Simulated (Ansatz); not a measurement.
# CH₇AsSi: small, medium and large basis sets

Aim: see how fast density functionals converge with the basis set for CH₇AsSi.

Program: Ansatz 0.2.0, Gaussian basis. Level of theory: one geometry, several basis sets. These are calculated values, not measurements.

Levels to be run: PBE0-D4/def2-SVP; ωB97M-V/def2-SVP; PBE0-D4/def2-QZVPP; ωB97M-V/def2-QZVPP; the functionals' def2-TZVPP values are taken from earlier runs.

**1. Structure used throughout**

The geometry comes from an earlier relaxation with PBE0-D4 in a triple-zeta def2 set; it is a stationary point, not always the lowest conformer.

SMILES `C[AsH][SiH3]`, 10 atoms, charge 0, spin multiplicity 1.

Atoms are counted from 1 here; the program's logs count them from 0.

Bond lengths: C1–As2 1.980 Å, C1–H4 1.090 Å, C1–H5 1.089 Å, C1–H6 1.090 Å, As2–Si3 2.360 Å, As2–H7 1.525 Å, Si3–H8 1.488 Å, Si3–H9 1.489 Å, Si3–H10 1.487 Å. Angles: As2–C1–H4 108.4°, As2–C1–H5 112.6°, As2–C1–H6 108.2°, H4–C1–H5 109.6°, H4–C1–H6 108.5°, H5–C1–H6 109.5°, C1–As2–Si3 96.1°, C1–As2–H7 96.2°, Si3–As2–H7 92.0°, As2–Si3–H8 108.4°, As2–Si3–H9 112.3°, As2–Si3–H10 109.8°, H8–Si3–H9 108.3°, H8–Si3–H10 108.8°, H9–Si3–H10 109.2°.

**2. PBE0-D4 in def2-SVP**

The input, in.yaml:

```yaml
crystal:
  periodic: [false, false, false]
  atoms:
    - {symbol: C, position_ang: [-1.363795, 0.636702, -0.600752]}
    - {symbol: As, position_ang: [0.223342, -0.338955, -1.271884]}
    - {symbol: Si, position_ang: [1.138537, -0.819282, 0.850177]}
    - {symbol: H, position_ang: [-1.834263, 1.146620, -1.441318]}
    - {symbol: H, position_ang: [-1.113665, 1.361618, 0.172015]}
    - {symbol: H, position_ang: [-2.067794, -0.093022, -0.199965]}
    - {symbol: H, position_ang: [1.113519, 0.888245, -1.436391]}
    - {symbol: H, position_ang: [0.305905, -1.871607, 1.492912]}
    - {symbol: H, position_ang: [1.156592, 0.372879, 1.741893]}
    - {symbol: H, position_ang: [2.524622, -1.334396, 0.696112]}
basis:
  gaussian: {orbitals: def2-SVP}
hamiltonian: {xc: pbe0, dispersion: d4}
output: {orbitals: {seedname: orbitals}}
```

The run is started by

```bash
> ansatz run in.yaml --threads 4 --pin off --events-out ev --progress --plain --max-ram 10444MiB
```

After this run come: ωB97M-V in def2-SVP; PBE0-D4 in def2-QZVPP; ωB97M-V in def2-QZVPP.

Q: Predict the results of all the runs planned. Wanted: PBE0-D4: double and triple zeta above quadruple; ωB97M-V: double and triple zeta above quadruple.

The runs gave:

```
                                       quantity           value
PBE0-D4: double and triple zeta above quadruple  13.19, 1.65 eV
ωB97M-V: double and triple zeta above quadruple  13.26, 1.60 eV
```

**Reading.** For PBE0-D4 the step from double to triple zeta gains 11.54 eV and the next only 1.65 eV. Total energies overstate the basis error of differences, where much of it tends to cancel. The LUMO of ωB97M-V is positive and keeps falling with the basis (2.25 to 1.30 eV): an unbound level that the basis holds in place.
